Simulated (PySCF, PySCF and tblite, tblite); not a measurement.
# C2H3F3GeO2: a path driven as rotation about a bond, and NMR exchange, part 1 of 2

Aim: the barrier and rate of rotation about a bond in C2H3F3GeO2 (`O=C([O][GeH3])C(F)(F)F`), and what it does to NMR lines.

Computed with tblite 0.8.0 (tight binding) and PySCF 2.14.0 (DFT, with response routines of our own); each step states its level. Atoms count from 0 throughout.

## 1. The molecule as given

11 atoms, charge 0, multiplicity 1; geometry from: force field or distance geometry start.

Bonds of the start (Å): C1–C4 1.49, C1–O2 1.38, C4–F5 1.37, C4–F6 1.38, C4–F7 1.39, Ge3–H10 1.54, Ge3–H8 1.56, Ge3–H9 1.55, O0–C1 1.27, O2–Ge3 1.82.

## 2. GFN2-xTB relaxation, start minimum

The job: settings as JSON, then the geometry in Å.

```
{"job": {"xc": "GFN2-xTB", "basis": "xTB", "kind": "relax"}, "charge": 0, "multiplicity": 1}
O      0.369600    -1.487500     0.442900
C      0.619000    -0.309300     0.045700
O     -0.391700     0.601200    -0.177400
Ge    -2.156800     0.183200    -0.002100
C      2.046700     0.111400    -0.088900
F      2.541700     0.490700     1.133000
F      2.805300    -0.929100    -0.597900
F      2.136500     1.187900    -0.964300
H     -2.420700    -0.269800     1.468500
H     -2.512800    -0.986300    -0.953900
H     -3.031200     1.410300    -0.331600
```

Command:

```sh
> OMP_NUM_THREADS=1 python ens_run.py task.json out
```

This one command runs the whole study; its stages follow in the order run.

What it wrote:

```text
step      E/eV     max force
  0    -818.09146    5.626
  1    -818.48567    5.186
  2    -818.65308    1.970
  3    -818.71038    0.678
  4    -818.75293    0.553
  5    -818.77123    0.544
  6    -818.80387    0.384
  7    -818.82910    0.407
  8    -818.85147    0.411
  9    -818.86757    0.388
 10    -818.88534    0.454
 11    -818.89998    0.345
 12    -818.90765    0.194
 13    -818.91154    0.157
 14    -818.91391    0.138
 15    -818.91596    0.132
 16    -818.91817    0.159
 17    -818.91975    0.126
 18    -818.92074    0.081
 19    -818.92159    0.086
 20    -818.92246    0.087
 21    -818.92316    0.066
 22    -818.92359    0.051
 23    -818.92389    0.045
 24    -818.92427    0.069
 25    -818.92485    0.090
 26    -818.92558    0.094
 27    -818.92618    0.072
 28    -818.92654    0.046
 29    -818.92677    0.041
 30    -818.92700    0.044
 31    -818.92723    0.042
 32    -818.92742    0.034
 33    -818.92756    0.038
 34    -818.92766    0.028
 35    -818.92776    0.024
 36    -818.92787    0.036
 37    -818.92803    0.047
 38    -818.92819    0.041
 39    -818.92827    0.019
 40    -818.92829    0.007
 41    -818.92830    0.006
 42    -818.92830    0.008
 43    -818.92832    0.012
 44    -818.92834    0.015
 45    -818.92838    0.018
 46    -818.92841    0.017
 47    -818.92845    0.018
 48    -818.92850    0.020
 49    -818.92859    0.031
 50    -818.92880    0.041
 51    -818.92917    0.061
 52    -818.92954    0.097
 53    -818.93010    0.087
 54    -818.93068    0.097
 55    -818.93111    0.095
 56    -818.93154    0.073
 57    -818.93181    0.056
 58    -818.93201    0.052
 59    -818.93228    0.048
 60    -818.93270    0.065
 61    -818.93325    0.035
 62    -818.93324    0.104
 63    -818.93353    0.039
 64    -818.93362    0.021
 65    -818.93366    0.023
 66    -818.93373    0.027
 67    -818.93384    0.034
 68    -818.93399    0.040
 69    -818.93425    0.040
 70    -818.93458    0.073
 71    -818.93015    0.326
 72    -818.93477    0.059
 73    -818.93488    0.047
 74    -818.93505    0.022
 75    -818.93508    0.017
 76    -818.93520    0.037
 77    -818.93535    0.048
 78    -818.93552    0.061
 79    -818.93568    0.052
 80    -818.93582    0.021
 81    -818.93588    0.013
 82    -818.93592    0.016
 83    -818.93595    0.018
 84    -818.93598    0.014
 85    -818.93601    0.012
 86    -818.93604    0.014
 87    -818.93607    0.015
 88    -818.93610    0.015
 89    -818.93615    0.020
 90    -818.93621    0.020
 91    -818.93627    0.023
 92    -818.93632    0.020
 93    -818.93635    0.012
 94    -818.93636    0.010
 95    -818.93638    0.011
 96    -818.93639    0.011
 97    -818.93641    0.010
 98    -818.93643    0.015
 99    -818.93645    0.016
100    -818.93646    0.012
101    -818.93647    0.007
102    -818.93647    0.005
103    -818.93648    0.003
104    -818.93648    0.003
```

It took 0.68 s on 1 thread of AMD EPYC 7B13, shared host.

Relaxing gained 0.845 eV and moved the atoms by 0.38 Å on average (rms).

## 3. Relaxed scan, rotation

The job: settings as JSON, then the geometry in Å.

```
{"job": {"xc": "GFN2-xTB", "basis": "xTB", "coordinate": [["t", [0, 1, 2, 3], 0.5], ["t", [4, 1, 2, 3], 0.5]], "kind": "drive"}, "charge": 0, "multiplicity": 1}
O      0.115890    -1.456843     0.114564
C      0.453506    -0.309345     0.003751
O     -0.348840     0.695314    -0.045524
Ge    -2.107256     0.095699     0.081260
C      1.939749     0.115120    -0.096359
F      2.265843     0.944600     0.902043
F      2.767392    -0.925032    -0.043552
F      2.173300     0.762307    -1.244303
H     -2.194101    -0.572129     1.411443
H     -2.302640    -0.784089    -1.106452
H     -2.757419     1.437070    -0.002834
```

What it wrote:

```text
point  coordinate     E/eV
  0    -75.500     -818.90721
  1    -60.800     -818.82991
  2    -45.800     -818.72997
  3    -30.500     -818.64831
  4    -15.100     -818.61002
  5      0.100     -818.61080
  6     15.300     -818.64042
  7     30.400     -818.72870
  8     45.500     -818.82357
  9     60.300     -818.86883
 10     75.100     -818.88848
 11     89.900     -818.88855
```

It took 2.5 s on 1 thread of AMD EPYC 7B13, shared host.

The highest point is number 4, 6.9 kcal/mol above the first.

## 4. Nudged elastic band, leg 1

The job, as its differences from that of step 3:

```diff
@@ -1,2 +1,2 @@
-{"job": {"xc": "GFN2-xTB", "basis": "xTB", "coordinate": [["t", [0, 1, 2, 3], 0.5], ["t", [4, 1, 2, 3], 0.5]], "kind": "drive"}, "charge": 0, "multiplicity": 1}
+{"job": {"xc": "GFN2-xTB", "basis": "xTB", "kind": "neb"}, "charge": 0, "multiplicity": 1}
 O      0.115890    -1.456843     0.114564
```

What it wrote:

```text
image   E - E0 / eV
  0       0.0000
  1       0.1203
  2       0.3208
  3       0.2782
  4       0.1298
  5       0.0819
  6       0.0442
```

Wall time 3.3 s (1 thread of AMD EPYC 7B13, shared host); peak memory 0.19 GiB.

The highest point is number 2, 7.4 kcal/mol above the first.

## 5. Saddle search, leg 1

The job: settings as JSON, then the geometry in Å.

```
{"job": {"xc": "GFN2-xTB", "basis": "xTB", "kind": "saddle"}, "charge": 0, "multiplicity": 1}
O      0.586460    -1.846558    -0.745409
C      0.552181    -0.670530    -0.564545
O     -0.444005     0.146554    -0.757025
Ge    -1.972079     0.224234     0.203834
C      1.754828     0.134032     0.021014
F      1.292181     0.820883     1.088373
F      2.756945    -0.629781     0.440060
F      2.243259     1.027959    -0.840769
H     -1.568361    -0.133122     1.600526
H     -2.937707    -0.740571    -0.415440
H     -2.263703     1.666898    -0.030619
```

What it wrote:

```text
step      E/eV     max force
  0    -818.61567   0.0323
  1    -818.61302   0.0718
  2    -818.61463   0.0287
  3    -818.61322   0.0362
  4    -818.61268   0.1312
  5    -818.61283   0.0198
  6    -818.61268   0.0253
  7    -818.61276   0.0505
  8    -818.61268   0.0197
  9    -818.61274   0.0216
 10    -818.61289   0.0231
 11    -818.61312   0.0178
 12    -818.61360   0.0293
 13    -818.61451   0.0301
 14    -818.61568   0.0166
 15    -818.61734   0.0214
 16    -818.61908   0.0214
 17    -818.62140   0.0485
 18    -818.62005   0.0130
 19    -818.62135   0.0168
 20    -818.62266   0.0193
 21    -818.62396   0.0122
 22    -818.62567   0.0241
 23    -818.62736   0.0271
 24    -818.62899   0.0200
 25    -818.63104   0.0235
 26    -818.63300   0.0158
 27    -818.63510   0.0427
 28    -818.63391   0.0091
 29    -818.63513   0.0147
 30    -818.63620   0.0215
 31    -818.63710   0.0137
 32    -818.63791   0.0360
 33    -818.63752   0.0049
 34    -818.63797   0.0108
 35    -818.63827   0.0155
 36    -818.63844   0.0070
 37    -818.63846   0.0037
lowest wavenumbers (cm-1): -55.0 30.8 72.0 96.0 182.0 213.8
```

It took 5.7 s on 1 thread of AMD EPYC 7B13, shared host; peak memory 0.19 GiB.

Point group C1; 1 imaginary mode, 55i cm⁻¹, carried by O0, O2, Ge3, F5. Steps downhill from it reached both ends.

## 6. Shieldings, start: revPBE/pcSseg-1

The job: settings as JSON, then the geometry in Å.

```
{"job": {"kind": "nmr", "xc": "revPBE", "basis": "pcSseg-1", "pop": false}, "charge": 0, "multiplicity": 1}
O      0.115890    -1.456843     0.114564
C      0.453506    -0.309345     0.003751
O     -0.348840     0.695314    -0.045524
Ge    -2.107256     0.095699     0.081260
C      1.939749     0.115120    -0.096359
F      2.265843     0.944600     0.902043
F      2.767392    -0.925032    -0.043552
F      2.173300     0.762307    -1.244303
H     -2.194101    -0.572129     1.411443
H     -2.302640    -0.784089    -1.106452
H     -2.757419     1.437070    -0.002834
```

What it wrote:

```text
coarse grid: 51456 points
cycle   1  E = -2604.0764718147  dE =  8.386e-01  |g| = 1.717e+00  |ddm| = 3.252e+00
cycle   2  E = -2602.6143434003  dE =  1.462e+00  |g| = 3.320e+00  |ddm| = 2.959e+00
cycle   3  E = -2604.3364966160  dE = -1.722e+00  |g| = 7.676e-01  |ddm| = 2.477e+00
cycle   4  E = -2604.4210384683  dE = -8.454e-02  |g| = 3.492e-01  |ddm| = 6.237e-01
cycle   5  E = -2604.4388204987  dE = -1.778e-02  |g| = 1.581e-01  |ddm| = 2.616e-01
cycle   6  E = -2604.4427208670  dE = -3.900e-03  |g| = 2.224e-02  |ddm| = 9.983e-02
cycle   7  E = -2604.4428057245  dE = -8.486e-05  |g| = 8.347e-03  |ddm| = 1.900e-02
cycle   8  E = -2604.4428171665  dE = -1.144e-05  |g| = 1.869e-03  |ddm| = 4.933e-03
cycle   9  E = -2604.4428176622  dE = -4.958e-07  |g| = 5.848e-04  |ddm| = 1.764e-03
final grid: 108800 points
cycle  10  E = -2604.4428299433  dE =  1.436e-08  |g| = 9.328e-04  |ddm| = 2.133e-03
cycle  11  E = -2604.4428296021  dE =  3.412e-07  |g| = 1.725e-03  |ddm| = 1.775e-03
cycle  12  E = -2604.4428300754  dE = -4.733e-07  |g| = 3.247e-04  |ddm| = 1.163e-03
cycle  13  E = -2604.4428300938  dE = -1.837e-08  |g| = 8.767e-05  |ddm| = 2.215e-04
cycle  14  E = -2604.4428300953  dE = -1.450e-09  |g| = 8.815e-06  |ddm| = 5.912e-05
cycle  15  E = -2604.4428300953  dE = -1.910e-11  |g| = 3.573e-06  |ddm| = 9.479e-06
converged SCF energy = -2604.4428300953

GIAO shielding tensors (ppm)
atom      isotropic    diamagn.    paramagn.     s11        s22        s33       span
  0 O      -90.124     402.874    -492.998   -278.069   -233.921    241.618    519.687
  1 C       19.909     255.208    -235.300    -65.123     53.941     70.908    136.031
  2 O      115.811     404.184    -288.373    -36.491    187.668    196.256    232.747
  3 Ge    1371.022    2756.264   -1385.242   1266.417   1315.983   1530.668    264.251
  4 C       54.730     242.457    -187.727     37.594     52.315     74.281     36.687
  5 F      239.706     472.377    -232.671    161.286    228.403    329.427    168.141
  6 F      249.801     468.322    -218.521    177.464    242.150    329.789    152.325
  7 F      239.711     472.359    -232.648    161.297    228.417    329.418    168.121
  8 H       26.453      28.957      -2.504     19.700     22.577     37.082     17.383
  9 H       26.451      28.952      -2.501     19.696     22.579     37.077     17.381
 10 H       26.915      28.908      -1.993     20.299     22.622     37.823     17.524
```

It took 29 s on 1 thread of AMD EPYC 7B13, shared host; peak memory 0.68 GiB.

This run: HOMO -7.10 eV, LUMO -1.73 eV; dipole 3.34 D.

## 7. Shieldings, saddle of leg 1: revPBE/pcSseg-1

The job: settings as JSON, then the geometry in Å.

```
{"job": {"kind": "nmr", "xc": "revPBE", "basis": "pcSseg-1", "pop": false}, "charge": 0, "multiplicity": 1}
O      0.578620    -1.646936    -1.247432
C      0.538966    -0.569325    -0.743745
O     -0.438287     0.292686    -0.789126
Ge    -1.922882     0.324731     0.231679
C      1.715515    -0.002845     0.110850
F      1.213124     0.358415     1.313502
F      2.684823    -0.883100     0.328185
F      2.257237     1.090766    -0.429339
H     -1.468094     0.711496     1.605641
H     -2.503951    -1.054823     0.146271
H     -2.655072     1.378934    -0.526485
```

What it wrote:

```text
coarse grid: 51456 points
cycle   1  E = -2604.0493327939  dE =  8.451e-01  |g| = 1.738e+00  |ddm| = 3.216e+00
cycle   2  E = -2602.2294506034  dE =  1.820e+00  |g| = 3.568e+00  |ddm| = 3.349e+00
cycle   3  E = -2604.3261724344  dE = -2.097e+00  |g| = 7.598e-01  |ddm| = 2.922e+00
cycle   4  E = -2604.4068975668  dE = -8.073e-02  |g| = 3.617e-01  |ddm| = 6.480e-01
cycle   5  E = -2604.4246279247  dE = -1.773e-02  |g| = 1.780e-01  |ddm| = 2.939e-01
cycle   6  E = -2604.4297941979  dE = -5.166e-03  |g| = 2.949e-02  |ddm| = 1.229e-01
cycle   7  E = -2604.4299389670  dE = -1.448e-04  |g| = 1.164e-02  |ddm| = 2.420e-02
cycle   8  E = -2604.4299614710  dE = -2.250e-05  |g| = 2.310e-03  |ddm| = 6.674e-03
cycle   9  E = -2604.4299621854  dE = -7.144e-07  |g| = 8.573e-04  |ddm| = 2.202e-03
final grid: 108800 points
cycle  10  E = -2604.4299186666  dE =  1.599e-07  |g| = 1.474e-03  |ddm| = 2.447e-03
cycle  11  E = -2604.4299174319  dE =  1.235e-06  |g| = 3.075e-03  |ddm| = 3.010e-03
cycle  12  E = -2604.4299189590  dE = -1.527e-06  |g| = 6.646e-04  |ddm| = 2.135e-03
cycle  13  E = -2604.4299190416  dE = -8.259e-08  |g| = 1.002e-04  |ddm| = 4.170e-04
cycle  14  E = -2604.4299190433  dE = -1.754e-09  |g| = 1.012e-05  |ddm| = 7.081e-05
cycle  15  E = -2604.4299190433  dE = -3.092e-11  |g| = 2.949e-06  |ddm| = 1.010e-05
converged SCF energy = -2604.4299190433

GIAO shielding tensors (ppm)
atom      isotropic    diamagn.    paramagn.     s11        s22        s33       span
  0 O     -135.800     400.139    -535.939   -405.883   -291.394    289.878    695.761
  1 C       21.186     251.434    -230.247    -75.076     61.225     77.410    152.486
  2 O      175.797     408.130    -232.333     89.461    145.474    292.458    202.997
  3 Ge    1328.961    2756.373   -1427.412   1193.986   1254.768   1538.129    344.143
  4 C       54.065     245.142    -191.077     38.077     51.555     72.564     34.488
  5 F      233.905     477.336    -243.431    158.966    205.748    337.001    178.035
  6 F      253.270     468.152    -214.882    179.627    253.579    326.603    146.976
  7 F      245.580     472.020    -226.440    169.121    238.216    329.403    160.282
  8 H       26.151      29.148      -2.997     18.556     23.943     35.956     17.400
  9 H       26.222      28.778      -2.555     19.537     22.555     36.574     17.037
 10 H       26.465      28.629      -2.164     19.879     22.416     37.099     17.220
```

Wall time 29 s (1 thread of AMD EPYC 7B13, shared host); peak memory 0.66 GiB.

In short: HOMO -6.88 eV, LUMO -2.05 eV; dipole 3.79 D.

## 8. Shieldings, end: revPBE/pcSseg-1

The job: settings as JSON, then the geometry in Å.

```
{"job": {"kind": "nmr", "xc": "revPBE", "basis": "pcSseg-1", "pop": false}, "charge": 0, "multiplicity": 1}
O      1.277883    -1.929175    -1.093682
C      0.670248    -1.021986    -0.617255
O     -0.614960    -0.873375    -0.611776
Ge    -1.698089     0.343980     0.225391
C      1.415344     0.169276     0.067497
F      0.861363     0.428880     1.278107
F      2.707932    -0.031082     0.244853
F      1.253778     1.293562    -0.651025
H     -1.738623    -0.100427     1.651327
H     -2.923911     0.019152    -0.559971
H     -1.173835     1.725470     0.003227
```

What it wrote:

```text
coarse grid: 51456 points
cycle   1  E = -2604.0461912384  dE =  8.584e-01  |g| = 1.741e+00  |ddm| = 3.218e+00
cycle   2  E = -2601.7595717974  dE =  2.287e+00  |g| = 3.815e+00  |ddm| = 3.779e+00
cycle   3  E = -2604.2809831535  dE = -2.521e+00  |g| = 8.984e-01  |ddm| = 3.425e+00
cycle   4  E = -2604.4025579463  dE = -1.216e-01  |g| = 4.042e-01  |ddm| = 7.930e-01
cycle   5  E = -2604.4233050163  dE = -2.075e-02  |g| = 2.180e-01  |ddm| = 3.470e-01
cycle   6  E = -2604.4312544720  dE = -7.949e-03  |g| = 4.233e-02  |ddm| = 1.556e-01
cycle   7  E = -2604.4315465238  dE = -2.921e-04  |g| = 1.636e-02  |ddm| = 3.127e-02
cycle   8  E = -2604.4315894182  dE = -4.289e-05  |g| = 3.032e-03  |ddm| = 9.995e-03
cycle   9  E = -2604.4315907259  dE = -1.308e-06  |g| = 1.293e-03  |ddm| = 3.354e-03
final grid: 108800 points
cycle  10  E = -2604.4314563160  dE =  5.614e-07  |g| = 2.389e-03  |ddm| = 2.707e-03
cycle  11  E = -2604.4314538338  dE =  2.482e-06  |g| = 4.703e-03  |ddm| = 3.955e-03
cycle  12  E = -2604.4314572100  dE = -3.376e-06  |g| = 3.270e-04  |ddm| = 2.528e-03
cycle  13  E = -2604.4314572294  dE = -1.941e-08  |g| = 1.029e-04  |ddm| = 3.023e-04
cycle  14  E = -2604.4314572313  dE = -1.888e-09  |g| = 2.637e-05  |ddm| = 7.278e-05
cycle  15  E = -2604.4314572314  dE = -1.128e-10  |g| = 5.890e-06  |ddm| = 1.951e-05
converged SCF energy = -2604.4314572314

GIAO shielding tensors (ppm)
atom      isotropic    diamagn.    paramagn.     s11        s22        s33       span
  0 O      -97.208     397.011    -494.219   -356.317   -227.853    292.545    648.862
  1 C       28.451     248.744    -220.292    -63.945     60.122     89.176    153.120
  2 O      156.084     404.307    -248.224    -22.531    211.595    279.187    301.718
  3 Ge    1335.003    2756.034   -1421.031   1230.194   1245.907   1528.907    298.713
  4 C       55.531     247.208    -191.677     38.391     50.092     78.110     39.719
  5 F      235.354     477.672    -242.318    154.672    237.324    314.066    159.394
  6 F      254.430     468.287    -213.856    181.087    257.599    324.605    143.518
  7 F      238.029     475.575    -237.546    160.821    233.437    319.830    159.008
  8 H       26.327      28.973      -2.646     19.755     22.672     36.552     16.797
  9 H       26.571      28.381      -1.810     19.324     22.464     37.926     18.602
 10 H       25.968      29.225      -3.258     18.736     24.204     34.962     16.226
```

Run time: 30 s. Hardware: 1 thread of AMD EPYC 7B13, shared host; peak memory 0.7 GiB.

This run: HOMO -6.80 eV, LUMO -1.64 eV; dipole 4.07 D.

## 9. Kinetics and line shapes

The job: settings as JSON, then the geometry in Å.

```
{"job": {"smiles": "O=C([O][GeH3])C(F)(F)F", "charge": 0, "mult": 1, "motion": "rotation", "what": "ester", "atoms": [1, 2], "drives": [{"terms": [["t", [0, 1, 2, 3], 0.5], ["t", [4, 1, 2, 3], 0.5]], "by": 180, "n": 12}], "study": "path", "level": {"kind": "nmr", "xc": "revPBE", "basis": "pcSseg-1"}, "fields": [100, 270, 600], "first": 1, "seed": 784, "kind": "path"}, "charge": 0, "multiplicity": 1}
O      0.115890    -1.456843     0.114564
C      0.453506    -0.309345     0.003751
O     -0.348840     0.695314    -0.045524
Ge    -2.107256     0.095699     0.081260
C      1.939749     0.115120    -0.096359
F      2.265843     0.944600     0.902043
F      2.767392    -0.925032    -0.043552
F      2.173300     0.762307    -1.244303
H     -2.194101    -0.572129     1.411443
H     -2.302640    -0.784089    -1.106452
H     -2.757419     1.437070    -0.002834
```

What it wrote:

```text
stationary points (kcal/mol above the start)
  n  kind          group   xTB      DFT    lowest mode
  0  minimum      Cs       0.00     0.00      22.5
  1  saddle       C1       6.87     7.90     -55.0
  2  minimum      C1       1.02     6.18      69.3

GFN2-xTB energies: T/K, barrier G, reaction G (kcal/mol), k forward, k back (1/s)
 150.00     6.31     1.22   3.99e+03   1.18e+05
 200.00     6.38     1.28   8.83e+05   1.12e+07
 250.00     6.47     1.34   2.28e+07    1.7e+08
 298.15     6.58     1.39   1.87e+08   9.82e+08
 350.00     6.70     1.44   9.52e+08   3.77e+09
 400.00     6.84     1.48   3.07e+09   9.85e+09
 500.00     7.13     1.54   1.59e+10   3.75e+10

revPBE/pcSseg-1 + D3(BJ) energies: T/K, barrier G, reaction G (kcal/mol), k forward, k back (1/s)
 150.00     7.34     6.37        127   1.23e+11
 200.00     7.41     6.44   6.65e+04   3.63e+11
 250.00     7.50     6.50   2.88e+06   6.92e+11
 298.15     7.61     6.55   3.31e+07   1.04e+12
 350.00     7.73     6.59   2.17e+08   1.43e+12
 400.00     7.86     6.63   8.43e+08   1.78e+12
 500.00     8.16     6.70   5.66e+09   2.39e+12
```

It took 1.8 min on 1 thread of AMD EPYC 7B13, shared host; peak memory 0.7 GiB. This counts the whole study up to here.

Barriers by level (kcal/mol; entropies in cal/(mol K)). Zero-point and thermal terms come from xTB in every row. ΔG‡ leaves symmetry out; the rate counts equivalent paths (a factor of 2); effective ΔG‡, where given, is the barrier that would give that rate by Eyring's equation alone:

| level | ΔE‡ | with zero-point | ΔH‡ | ΔS‡ | ΔG‡ (298 K) | ΔE of reaction | k at 298 K (1/s) | effective ΔG‡ |
| --- | --- | --- | --- | --- | --- | --- | --- | --- |
| GFN2-xTB | 6.87 | 6.23 | 5.91 | -2.2 | 6.58 | 1.02 | 1.9e+08 | 6.17 |
| revPBE/pcSseg-1 + D3(BJ) | 7.90 | 7.26 | 6.94 | -2.2 | 7.61 | 6.18 | 3.3e+07 | 7.19 |

Sites that the driver pairs across this motion, and where their lines would merge (no couplings; faster rotations or exchange between molecules can average them sooner):

```
nucleus                        sites: shielding (ppm)  proton frequency (MHz)  spread (Hz)  coalescence (K)  lines at 298 K
    17O                    O2: 115.8; O2 (end): 156.1                     600         3277        not given               –
    13C                      C1: 19.9; C1 (end): 28.5                     600         1289        not given               –
    17O                    O0: -90.1; O0 (end): -97.2                     600          576        not given               –
    19F    F5, F6, F7: 243.1; F5, F6, F7 (end): 242.6                     600          264        not given               –
     1H  H8, H9, H10: 26.61; H8, H9, H10 (end): 26.29                     600          191        not given               –
    13C                      C4: 54.7; C4 (end): 55.5                     600          121        not given               –
```

A dash: the driver gave no coalescence for this row (it judged the minor form too scarce).

Rows that set an atom against itself at the end compare its shielding in the two forms.

Lines of quadrupolar nuclei are broad, so their coalescence could hardly be seen.

(Continued in part 2 of 2.)
